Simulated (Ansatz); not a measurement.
# FGeH₄NSi: up Jacob's ladder to CCSD(T)

How much do the methods differ for FGeH₄NSi? The plan is to run it at one geometry with functionals of several rungs and with coupled cluster, and see how far each lands from CCSD(T) at the basis-set limit for the atomisation energy.

The runs use Ansatz 0.2.0, Gaussian basis; functionals in def2-TZVPP, the program's frozen cores in correlated methods.

Plan: LDA (SPW92), PBE-D4, revPBE-D4, BLYP-D4, r2SCAN-D4, B97M-V, PBE0-D4, B3LYP-D4, r2SCANh-D4, r2SCAN0-D4, HSE06-D4, BHLYP-D4, CAM-B3LYP-D4, LC-ωPBE, ωB97X-V, ωB97M-V, B2PLYP, PBE-QIDH; CCSD(T)/def2-SVP; CCSD(T)/def2-TZVPP; MP2/def2-QZVPP; extrapolation to the limit; RPA on PBE.

### 1 Structure used throughout

The geometry comes from an earlier relaxation with PBE0-D4 in a triple-zeta def2 set; it is a stationary point, not always the lowest conformer.

SMILES `[F][GeH]1[NH][SiH2]1`, 8 atoms, charge 0, spin multiplicity 1.

Atoms are counted from 1 here; the program's logs count them from 0.

Bond lengths: F1–Ge2 1.747 Å, Ge2–N3 1.851 Å, Ge2–Si4 2.288 Å, Ge2–H5 1.533 Å, N3–Si4 1.715 Å, N3–H6 1.006 Å, Si4–H7 1.486 Å, Si4–H8 1.487 Å. Angles: F1–Ge2–N3 112.0°, F1–Ge2–Si4 120.3°, F1–Ge2–H5 103.5°, N3–Ge2–Si4 47.5°, N3–Ge2–H5 116.7°, Si4–Ge2–H5 136.2°, Ge2–N3–Si4 79.7°, Ge2–N3–H6 140.6°, Si4–N3–H6 139.5°, Ge2–Si4–N3 52.7°, Ge2–Si4–H7 121.4°, Ge2–Si4–H8 124.6°, N3–Si4–H7 119.4°, N3–Si4–H8 118.9°, H7–Si4–H8 109.2°.

### 2 LDA

This LDA is Slater exchange with PW92 correlation.

Contents of in.yaml:

```yaml
crystal:
  periodic: [false, false, false]
  atoms:
    - {symbol: F, position_ang: [-0.820537, 2.304778, 0.554132]}
    - {symbol: Ge, position_ang: [-0.230466, 1.053329, -0.512542]}
    - {symbol: N, position_ang: [0.918641, -0.110920, 0.352751]}
    - {symbol: Si, position_ang: [-0.418311, -1.149453, 0.077042]}
    - {symbol: H, position_ang: [0.346612, 1.835233, -1.698161]}
    - {symbol: H, position_ang: [1.816543, -0.123490, 0.806996]}
    - {symbol: H, position_ang: [-1.259864, -1.574553, 1.225853]}
    - {symbol: H, position_ang: [-0.260418, -2.292124, -0.861970]}
basis:
  gaussian: {orbitals: def2-TZVPP}
hamiltonian: {xc: lda}
output: {orbitals: {seedname: orbitals}}
```

The run is started by

```sh
$ ansatz run in.yaml --threads 4 --pin off --events-out ev --progress --plain --max-ram 10444MiB
```

Further steps of the session: PBE-D4 (GGA); revPBE-D4 (GGA); BLYP-D4 (GGA); r2SCAN-D4 (meta-GGA); B97M-V (meta-GGA); B3LYP-D4 (hybrid); r2SCANh-D4 (hybrid); r2SCAN0-D4 (hybrid); HSE06-D4 (hybrid); BHLYP-D4 (hybrid); CAM-B3LYP-D4 (range-separated); LC-ωPBE (range-separated); ωB97X-V (range-separated); ωB97M-V (range-separated); B2PLYP (double hybrid); PBE-QIDH (double hybrid); CCSD(T) in def2-SVP; CCSD(T) in def2-TZVPP; MP2 in def2-QZVPP; RPA on PBE orbitals.

**Question.** What will the summary of the whole plan be? Wanted: atomisation energy, CCSD(T)/CBS; farthest beyond LDA; mean size of error, GGA; mean size of error, meta-GGA; mean size of error, hybrid; mean size of error, range-separated; mean size of error, double hybrid; gap, smallest and largest; T1 diagnostic.

The runs gave:

| quantity | value |
| --- | --- |
| atomisation energy, CCSD(T)/CBS | 595.1 kcal/mol |
| functionals within 6.0 kcal/mol (1.0 %) | PBE-D4, BLYP-D4, r2SCAN-D4, B97M-V, B3LYP-D4, CAM-B3LYP-D4, ωB97X-V, ωB97M-V |
| farthest beyond LDA | BHLYP-D4 (-25.8 kcal/mol) |
| mean size of error, GGA | 7.1 kcal/mol |
| mean size of error, meta-GGA | 2.6 kcal/mol |
| mean size of error, hybrid | 12.3 kcal/mol |
| mean size of error, range-separated | 3.9 kcal/mol |
| mean size of error, double hybrid | 11.3 kcal/mol |
| gap, smallest and largest | 4.26 eV (LDA (SPW92)), 10.97 eV (LC-ωPBE) |
| T1 diagnostic | 0.0131 |
| triples share of the correlation energy | 3.7 % |

In words: LDA overbinds by 90.8 kcal/mol (15 %). PBE-D4 is off by +5.0 kcal/mol. Double hybrids carry the basis error of their MP2 part in triple zeta, and no dispersion term here, so their miss is partly the set-up's. The rungs meta-GGA, range-separated miss on average by less than the doubt on the reference (6.0 kcal/mol), so they tie. Misses under about 6.0 kcal/mol are within the doubt on the reference itself, which lacks core-valence correlation, relativity and higher excitations, and its outer-core shells are covered unevenly. Hartree-Fock recovers 67 % of the binding; the rest is correlation. CCSD(T) in def2-SVP is off by -56.8 kcal/mol, worse than the median functional, from the basis alone. The gap grows from 4.3 to 11.0 eV across the functionals, mostly with the share of exact exchange. Correlated methods include outer-core shells of Ge, which these sets cover unevenly.
